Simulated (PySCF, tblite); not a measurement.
# C5H11NOSi: geometry, infrared bands and NMR shifts

What infrared bands and NMR shifts should C5H11NOSi (`C=CO[Si@@H]1CCCN1`) show?

Programs: tblite 0.8.0 and PySCF 2.14.0, with density-fitted response routines of our own. Each step states its level of theory. These are calculated values for one molecule in the gas phase, unless marked as measured. Atoms count from 0, in the outputs and in this text.

## Step 1: The starting structure

19 atoms, charge 0, multiplicity 1; geometry from: force field or distance geometry start.

Bonds of the start (Å): C0–C1 1.35, C1–O2 1.36, O2–Si3 1.69, Si3–C4 1.84, C4–C5 1.52, C5–C6 1.49, C6–N7 1.47, N7–Si3 1.80, C0–H8 1.10, C0–H9 1.07, C1–H10 1.09, Si3–H11 1.49, C4–H12 1.09, C4–H13 1.10, C5–H14 1.11, C5–H15 1.10, C6–H16 1.11, C6–H17 1.12, N7–H18 1.06.

## Step 2: Optimising the geometry with GFN2-xTB

Job settings and geometry (Å):

```
{"job": {"kind": "relax", "xc": "GFN2-xTB", "basis": "xTB"}, "charge": 0, "multiplicity": 1}
C      3.642900     0.082200    -0.775800
C      2.605400    -0.628600    -0.290000
O      1.709200     0.031800     0.489300
Si     0.064900    -0.237500     0.750800
C     -0.938800    -0.897900    -0.640300
C     -2.028100     0.160200    -0.730800
C     -2.191900     0.778300     0.617600
N     -0.886900     1.258700     1.084000
H      3.712600     1.155700    -0.553700
H      4.393600    -0.374200    -1.387500
H      2.572600    -1.690500    -0.522800
H     -0.073600    -1.184800     1.894800
H     -0.402900    -1.060800    -1.572700
H     -1.429900    -1.822900    -0.302000
H     -1.770900     0.969900    -1.440300
H     -2.991200    -0.305700    -0.985000
H     -2.574600     0.092000     1.406200
H     -2.848200     1.682200     0.564200
H     -0.573900     2.001000     0.401800
```

On the command line:

```
OMP_NUM_THREADS=1 python probes_run.py task.json out
```

This one command runs all jobs of the session in turn.

**Question.** This job is followed by: GFN2-xTB harmonic vibrations, gas phase; GIAO PBE0/pcSseg-1 NMR shielding, non-relativistic, gas phase. Predict these results of the whole session: strongest single infrared mode (GFN2-xTB); zero-point energy (GFN2-xTB); ¹³C shifts against TMS (PBE0/pcSseg-1); ¹H shifts against TMS (PBE0/pcSseg-1); ¹⁷O shifts against H2O (PBE0/pcSseg-1); ²⁹Si shifts against TMS (PBE0/pcSseg-1); ¹⁵N shifts against NH3 (PBE0/pcSseg-1).

**Answer**, as computed:

| quantity | value |
| --- | --- |
| strongest single infrared mode (GFN2-xTB) | 1209 cm⁻¹, 480 km/mol |
| zero-point energy (GFN2-xTB) | 96.6 kcal/mol |
| ¹³C shifts against TMS (PBE0/pcSseg-1) | 150.9, 99.4, 47.0, 27.7, 13.5 ppm |
| ¹H shifts against TMS (PBE0/pcSseg-1) | 6.67, 5.25, 4.88, 4.43, 3.27, 2.86, 1.87, 1.79, 1.11, 0.85, 0.32 ppm |
| ¹⁷O shifts against H2O (PBE0/pcSseg-1) | 142.2 ppm |
| ²⁹Si shifts against TMS (PBE0/pcSseg-1) | -10.6 ppm |
| ¹⁵N shifts against NH3 (PBE0/pcSseg-1) | 48.0 ppm |

**Reading.** Relaxing lowered the energy by 0.821 eV in 152 steps; the close pair that moved most is Si3–N7, from 1.804 to 1.708 Å. No mode is imaginary among the 51: a minimum at this level. The strongest single mode, at 1209 cm⁻¹, moves mainly O2 and C1. GFN2-xTB is a fitted tight-binding method: band positions and strengths are rough. Its intensities can rank the bands wrongly. The most deshielded carbon is C1 (alkene carbon bearing oxygen), at 150.9 ppm: an sp2 carbon further deshielded by the attached heteroatom. The most deshielded hydrogen is H10 (hydrogen on an alkene carbon bearing oxygen), at 6.67 ppm: olefinic region.
